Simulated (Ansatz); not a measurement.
# IrRh5: the cost of one run

Method: DFT PBE, scalar-relativistic, plane waves, PAW, unless a step names another level, in Ansatz 0.2.0.

**1. Starting point**

It takes space group P4/mmm (No. 123, tetragonal). The conventional cell has a = 2.714 Å, b = 2.714 Å, c = 11.506 Å, α = 90.00°, β = 90.00°, γ = 90.00°. Ir (site symmetry 4/mmm) has 8 Rh at 2.71 Å and 4 Ir at 2.71 Å as nearest neighbours. Rh (site symmetry 4mm) has 12 Rh at 2.70 to 2.73 Å as nearest neighbours. Rh (site symmetry 4mm) is surrounded by 4 Ir at 2.71 Å and 8 Rh at 2.71 to 2.73 Å. Rh (site symmetry 4/mmm) has 12 Rh at 2.70 to 2.71 Å as nearest neighbours.

Structure file:

```
CELL_PARAMETERS angstrom
2.71357 0.00000 0.00000
0.00000 2.71357 0.00000
0.00000 0.00000 11.50638
ATOMIC_POSITIONS crystal
Ir 0.00000 0.00000 0.00000
Rh 0.00000 0.00000 0.66546
Rh 0.50000 0.50000 0.83398
Rh 0.50000 0.50000 0.16602
Rh 0.00000 0.00000 0.33454
Rh 0.50000 0.50000 0.50000
```

It is the end of an earlier relaxation with the same method, from a generated guess; it needn't be the stable form of this composition. At a tolerance of 0.05 Å it has space group P4/mmm (No. 123); it has 14.12 Å³/atom, an uncorrected energy of -0.01 eV/atom over the elements.

**2. Electronic structure at the relaxed geometry**

input.yaml

```yaml
crystal:
  lattice:
    - [2.7135658274, 0.0, 0.0]
    - [0.0, 2.7135658274, 0.0]
    - [0.0, 0.0, 11.506382344]
  atoms:
    - { symbol: Ir, position: [0.0, 0.0, 0.0] }
    - { symbol: Rh, position: [0.0, 0.0, 0.6654583147] }
    - { symbol: Rh, position: [0.5, 0.5, 0.8339847107] }
    - { symbol: Rh, position: [0.5, 0.5, 0.1660152893] }
    - { symbol: Rh, position: [0.0, 0.0, 0.3345416853] }
    - { symbol: Rh, position: [0.5, 0.5, 0.5] }
basis:
  ecutwfc: 420
kpoints:
  mp_grid: { grid: [14, 14, 4] }
  band_path:
    path:
      - [[0.0, 0.0, 0.0], [0.0, 0.5, 0.0], [0.5, 0.5, 0.0], [0.0, 0.0, 0.0], [0.0, 0.0, 0.5], [0.0, 0.5, 0.5], [0.5, 0.5, 0.5], [0.0, 0.0, 0.5]]
      - [[0.0, 0.5, 0.0], [0.0, 0.5, 0.5]]
      - [[0.5, 0.5, 0.0], [0.5, 0.5, 0.5]]
    npoints: 14
hamiltonian:
  xc: pbe
scf:
  occupations: { method: gaussian, width: 0.1 }
  n_extra_bands: 15
output:
  forces: true
  stress: true
  eigenvalues: true
  populations: true
  dos: { projected: true, de: 0.02, nscf_kmesh: { grid: [17, 17, 5] } }
  bader: true
  write_density: true
  write_potential: true
  elf: true
  volumetric_format: npy
```

Command:

```
ansatz run input.yaml --threads 1 --pin off --max-ram 2560MiB --backend cpu --events-out ev --progress --plain --runs-dir out
```

Q: Estimate wall time and peak memory on 1 thread of Intel Xeon Platinum 8488C (Sapphire Rapids), shared host.

About 82 s, with a peak of 0.82 GiB.
